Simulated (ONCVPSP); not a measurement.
**O: generating and testing an ONCV potential**

Do these settings give a usable potential? It is generated, then checked for transferability, scattering, ghosts and hardness.

Program: ONCVPSP 4.0.1.1 (patched build). Reference atom: PBE, scalar-relativistic, spherical and spin-unpolarised. All values are calculated.

**1. The atom and the settings**

Typed settings, in words:

```
element                 : oxygen (O, Z = 8)
type                    : optimised norm-conserving Vanderbilt (ONCV)
frozen core             : [He]
valence charge          : 6
reference configuration : 2s1 2p5
partial waves           : 2s: rc 0.60 bohr, ncon 4, nbas 8, qcut 13.4 1/bohr, 3 projectors, debl 3.4 Ha; 2p: rc 1.90 bohr, ncon 4, nbas 7, qcut 6.1 1/bohr, 2 projectors, debl 3.1 Ha; d scattering state at 0.03 Ha: rc 1.60 bohr, ncon 4, nbas 8, qcut 6.3 1/bohr, 2 projectors, debl 1.6 Ha
local potential         : polynomial inside 0.60 bohr (lpopt 2, dvloc0 6 Ha)
core correction         : Teter function, fcfact 4, rcfact 1.3
```

The outer shells as boxes (Hund's rule for the drawing; the calculation is spin-unpolarised):

```
[He] core
2s [↑ ]
2p [↑↓][↑↓][↑ ]
```

An earlier all-electron run gives the scale for the radii.

All-electron outer shells of the reference configuration (PBE, scalar-relativistic, ld1.x):

| shell | level (eV) | outermost node (bohr) | outermost maximum (bohr) |
| --- | --- | --- | --- |
| 1s | -515.42 | – | 0.13 |
| 2s | -24.42 | 0.28 | 0.87 |
| 2p | -9.45 | – | 0.82 |

**2. Generating the potential**

The input, O.dat:

```
# ATOM AND REFERENCE CONFIGURATION
# atsym  z   nc   nv     iexc    psfile
  O 8.00    1    2        4      upf
#
#   n    l    f
    1    0    2.00
    2    0    1.00
    2    1    5.00
#
# PSEUDOPOTENTIAL AND OPTIMIZATION
# lmax
    2
#
#   l,   rc,      ep,       ncon, nbas, qcut
    0    0.60    0.00    4    8   13.40
    1    1.90    0.00    4    7    6.10
    2    1.60    0.03    4    8    6.30
#
# LOCAL POTENTIAL
# lloc, lpopt,  rc(5),   dvloc0
    4    2    0.60    6.00
#
# VANDERBILT-KLEINMAN-BYLANDER PROJECTORs
# l, nproj, debl
    0    3    3.40
    1    2    3.10
    2    2    1.60
#
# MODEL CORE CHARGE
# icmod, fcfact, rcfact
    3    4.00    1.30
#
# LOG DERIVATIVE ANALYSIS
# epsh1, epsh2, depsh
   -2.00    5.00    0.02
#
# OUTPUT GRID
# rlmax, drl
    6.00    0.01
#
# TEST CONFIGURATIONS
# ncnf
    4
# nvcnf
#   n    l    f
    2
    2    0    2.00
    2    1    4.00
#
    2
    2    0    2.00
    2    1    3.00
#
    2
    2    0    2.00
    2    1    2.00
#
    2
    2    0    1.00
    2    1    4.00
#
```

Launch:

```
oncvpsp.x < O.dat > O.out
```

**Question.** What will these runs give? Wanted: cutoffs for 1 and 0.1 mHa per electron, occupied waves; bound ghosts; GHOST(+) flags; largest test error; largest phase difference near zero energy, channels read; rms error of d²Exc/dn², without and with the model core.

The runs gave:

| quantity | value |
| --- | --- |
| cutoffs for 1 and 0.1 mHa per electron, occupied waves | 90 Ha and 444 Ha |
| bound ghosts | s at -520.45 eV |
| GHOST(+) flags | s at 6110 eV |
| largest test error (AE − PS) | +1309 meV, for 2s2 2p2 |
| largest phase difference near zero energy, channels read | 0.001 rad |
| rms error of d²Exc/dn², without and with the model core | 0.94 and 1.34 mHa |

A bound ghost (s) makes it unfit for use: electrons can fall into a state that the atom doesn't have. Close by lies the frozen 1s level (-515.4 eV). The worst unpolarised test, 2s2 2p2, is off by 1309 meV on 35.1 eV; by total energies transferability rates as poor. The potential is very hard: the looser tolerance needs 90 Ha. The tighter tolerance needs 444 Ha, and converged work needs a cutoff nearer that. At the looser tolerance the 2s wave is the slowest; 2p needs 16 Ha. Near zero energy the phases of the channels with partial waves agree within 0.001 rad. The program also flags highly localised states, GHOST(+) (s). These are tests on the free atom; a crystal test is still owed.
